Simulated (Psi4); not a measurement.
# GeH4S (SMILES [H][Ge]([H])([H])[SH]): revPBE/def2-SVPD

What is the vertical electron affinity of GeH4S at revPBE/def2-SVPD? 

The calculation is run with Psi4 1.11.

4 further runs of the same task are left out: 3 that didn't finish, 1 set aside as unsound or not needed.

### 1 The system as given

The species is GeH4S (6 atoms), meant as a singlet with charge 0. SMILES: `[H][Ge]([H])([H])[SH]`. Geometry: a GFN2-xTB relaxation, a rough one for these elements and not checked as a minimum.

Bond lengths: Ge1–S2 2.194 Å, S2–H3 1.327 Å, Ge1–H4 1.492 Å, Ge1–H5 1.501 Å, Ge1–H6 1.501 Å. Angles: Ge1–S2–H3 94.3°, S2–Ge1–H4 107.2°, S2–Ge1–H5 110.9°, S2–Ge1–H6 110.5°, H4–Ge1–H5 109.9°, H4–Ge1–H6 109.6°, H5–Ge1–H6 108.7°.

### 2 Energy and gradient at revPBE/def2-SVPD

File input.inp:

```
memory 1600 MB

molecule {
  0 1
  Ge     0.201110    -0.010780    -0.503070
  S      0.260440     0.021500     1.690160
  H     -1.059390     0.053950     1.826060
  H      1.614000    -0.023310    -0.982370
  H     -0.508420     1.199120    -1.038330
  H     -0.507750    -1.240490    -0.992450
  units angstrom
  symmetry c1
}

set globals {
  basis                def2-SVPD
  puream               true
  e_convergence        1e-09
  d_convergence        1e-08
  scf_type             pk
  dft_radial_points    99
  dft_spherical_points 590
}

gradient('revpbe')
print_variables()
```

Run with:

```
$ psi4 -i input.inp -o input.out -n 1
```

input.out:

```text
[...]
  Running in c1 symmetry.
[...]
  Nuclear repulsion =  179.626303446246226
[...]
  Multiplicity = 1
[...]
  Nalpha       = 26
  Nbeta        = 26
[...]
    Number of basis functions: 97
[...]
   @RKS iter   1: -2475.39382818032527   -1.40392e+00   2.63710e-02 ADIIS/DIIS
[...]
   @RKS iter  13: -2476.99152811187423   -7.73070e-12   1.42320e-09 DIIS
[...]
    Orbital Energies [Eh]
    ---------------------
    Doubly Occupied:
       1A   -397.058385     2A    -88.057210     3A    -49.167820
       4A    -43.787053     5A    -43.786178     6A    -43.786010
       7A     -7.686775     8A     -5.989137     9A     -5.708716
      10A     -5.705738    11A     -5.698729    12A     -4.206468
      13A     -4.203084    14A     -4.202618    15A     -1.110218
      16A     -1.108825    17A     -1.108191    18A     -1.105173
      19A     -1.105151    20A     -0.673382    21A     -0.509549
      22A     -0.379005    23A     -0.323703    24A     -0.318126
      25A     -0.294788    26A     -0.225732
[...]
  @RKS Final Energy: -2476.99152811187423
   => Energetics <=
    Nuclear Repulsion Energy =            179.6263034462462258
    One-Electron Energy =               -3804.0237122653688857
    Two-Electron Energy =                1253.3728151684429122
    DFT Exchange-Correlation Energy =    -105.9669344611945547
    Empirical Dispersion Energy =           0.0000000000000000
    VV10 Nonlocal Energy =                  0.0000000000000000
    Total Energy =                      -2476.9915281118742314
[...]
 Multipole Moments:
 ------------------------------------------------------------------------------------
     Multipole            Electronic (a.u.)      Nuclear  (a.u.)        Total (a.u.)
 ------------------------------------------------------------------------------------
 L = 1.  Multiply by 2.5417464519 to convert [e a0] to [Debye]
 Dipole X            :          0.8776578           -1.1536466           -0.2759888
 Dipole Y            :         -0.0818250            0.0854362            0.0036112
 Dipole Z            :         -4.8229920            4.4447743           -0.3782177
 Magnitude           :                                                    0.4682216
[...]
  -Total Gradient:
     Atom            X                  Y                   Z
    ------   -----------------  -----------------  -----------------
       1        0.004008858261     0.000422894086     0.005467833651
       2       -0.019989529679    -0.000100616006    -0.017912485924
       3        0.018821803148    -0.000424766244    -0.002680999951
       4       -0.019312631950     0.000006845880     0.004349523535
       5        0.008165470135    -0.014791417975     0.005523658431
       6        0.008305442785     0.014886708034     0.005251767038
[...]
```

It took 26 s on 1 thread of Intel Xeon 6975P-C (Granite Rapids), shared host; peak memory 0.82 GiB.

### 3 The doublet anion: the energy at U-revPBE/def2-SVPD

File geh4s.xyz:

```xyz
6
GeH4S
Ge     0.201110    -0.010780    -0.503070
S      0.260440     0.021500     1.690160
H     -1.059390     0.053950     1.826060
H      1.614000    -0.023310    -0.982370
H     -0.508420     1.199120    -1.038330
H     -0.507750    -1.240490    -0.992450
```

File calc.py:

```python
import psi4

psi4.set_memory('1600 MB')
psi4.set_num_threads(1)
psi4.core.set_output_file('output.dat', False)

with open('geh4s.xyz') as f:
    atoms = ''.join(f.readlines()[2:])
mol = psi4.geometry('-1 2\n' + atoms + 'symmetry c1\nno_reorient\nno_com')

psi4.set_options({
    'basis': 'def2-SVPD',
    'reference': 'uks',
    'puream': True,
    'e_convergence': 1e-09,
    'd_convergence': 1e-08,
    'scf_type': 'pk',
    'dft_radial_points': 99,
    'dft_spherical_points': 590,
    'maxiter': 200,
})

E, wfn = psi4.energy("revpbe", return_wfn=True)
print(f'revpbe energy: {E:.10f} Eh')
for k, v in sorted(psi4.core.scalar_variables().items()):
    print(f'{k:45s} {v:18.10f}')
```

Run with:

```
$ python calc.py
```

output.dat:

```text
[...]
  Running in c1 symmetry.
[...]
  Nuclear repulsion =  179.626303446246197
[...]
  Multiplicity = 2
[...]
  Nalpha       = 27
  Nbeta        = 26
[...]
    Number of basis functions: 97
[...]
   @UKS iter   1: -2475.06275530913217   -1.07285e+00   2.71098e-02 ADIIS/DIIS
[...]
   @UKS iter  18: -2476.95451279645431   -2.72848e-12   8.57172e-09 DIIS
[...]
   @S^2 Observed:                7.506808651E-01
[...]
    Orbital Energies [Eh]
    ---------------------
    Alpha Occupied:
       1A   -396.869927     2A    -87.883699     3A    -48.980266
       4A    -43.599531     5A    -43.598531     6A    -43.598400
       7A     -7.513441     8A     -5.801729     9A     -5.535380
      10A     -5.532002    11A     -5.526147    12A     -4.019183
      13A     -4.015756    14A     -4.015361    15A     -0.923517
      16A     -0.922169    17A     -0.921658    18A     -0.918612
      19A     -0.918533    20A     -0.503634    21A     -0.334391
      22A     -0.212167    23A     -0.152061    24A     -0.146285
      25A     -0.125563    26A     -0.061574    27A      0.102270
    Alpha Virtual:
[...]
  @UKS Final Energy: -2476.95451279645431
   => Energetics <=
    Nuclear Repulsion Energy =            179.6263034462461974
    One-Electron Energy =               -3813.3386531110750184
    Two-Electron Energy =                1262.8773682685784934
    DFT Exchange-Correlation Energy =    -106.1195314002037975
    Empirical Dispersion Energy =           0.0000000000000000
    VV10 Nonlocal Energy =                  0.0000000000000000
    Total Energy =                      -2476.9545127964543099
[...]
 Multipole Moments:
 ------------------------------------------------------------------------------------
     Multipole            Electronic (a.u.)      Nuclear  (a.u.)        Total (a.u.)
 ------------------------------------------------------------------------------------
 L = 1.  Multiply by 2.5417464519 to convert [e a0] to [Debye]
 Dipole X            :        -19.6884157           19.1637126           -0.5247031
 Dipole Y            :          0.0406968           -0.0220909            0.0186059
 Dipole Z            :        -18.1171155           18.4384924            0.3213770
 Magnitude           :                                                    0.6155832
[...]
```

The script printed:

```text
revpbe energy: -2476.9545127965 Eh
CURRENT ENERGY                                  -2476.9545127965
CURRENT REFERENCE ENERGY                        -2476.9545127965
DD SOLVATION ENERGY                                 0.0000000000
DFT FUNCTIONAL TOTAL ENERGY                     -2476.9545127965
DFT TOTAL ENERGY                                -2476.9545127965
DFT VV10 ENERGY                                     0.0000000000
DFT XC ENERGY                                    -106.1195314002
GRID ELECTRONS ALPHA                               26.9999992621
GRID ELECTRONS BETA                                25.9999994646
GRID ELECTRONS TOTAL                               52.9999987268
NUCLEAR REPULSION ENERGY                          179.6263034462
ONE-ELECTRON ENERGY                             -3813.3386531111
PCM POLARIZATION ENERGY                             0.0000000000
PE ENERGY                                           0.0000000000
SCF ITERATION ENERGY                            -2476.9545127965
SCF ITERATIONS                                     18.0000000000
SCF TOTAL ENERGY                                -2476.9545127965
TWO-ELECTRON ENERGY                              1262.8773682686
XC GRID RADIAL POINTS                              99.0000000000
XC GRID SPHERICAL POINTS                          590.0000000000
XC GRID TOTAL POINTS                           336125.0000000000
```

It took 32 s on 1 thread of Intel Xeon 6975P-C (Granite Rapids), shared host; peak memory 0.82 GiB.

### 4 Outcome

At revPBE/def2-SVPD:

| quantity | value |
| --- | --- |
| singlet GeH4S: total energy | -2476.99153 Eh |
| singlet GeH4S: dipole moment | 1.19 D |
| singlet GeH4S: HOMO energy | -6.14 eV |
| singlet GeH4S: LUMO energy | -0.95 eV |
| singlet GeH4S: HOMO–LUMO gap | 5.20 eV |
| singlet GeH4S: largest force on an atom | 1.380 eV/Å |
| doublet anion: total energy | -2476.95451 Eh |
| doublet anion: HOMO energy (highest over α and β) | 2.78 eV |
| doublet anion: LUMO energy (lowest over α and β) | 3.07 eV |
| doublet anion: ⟨S²⟩ | 0.751 |
| vertical electron affinity (to the doublet anion) | -1.007 eV |

The anion lies 1.01 eV (23 kcal/mol) above the neutral: the electron isn't bound at this level, and such a value depends on the basis. The largest force (singlet GeH4S) is 1.38 eV/Å: the shape isn't a stationary point for this species at this level. The HOMO (doublet anion) lies at positive energy, 2.78 eV, as semi-local functionals often give for anions; only total energies tell whether the electron is bound.
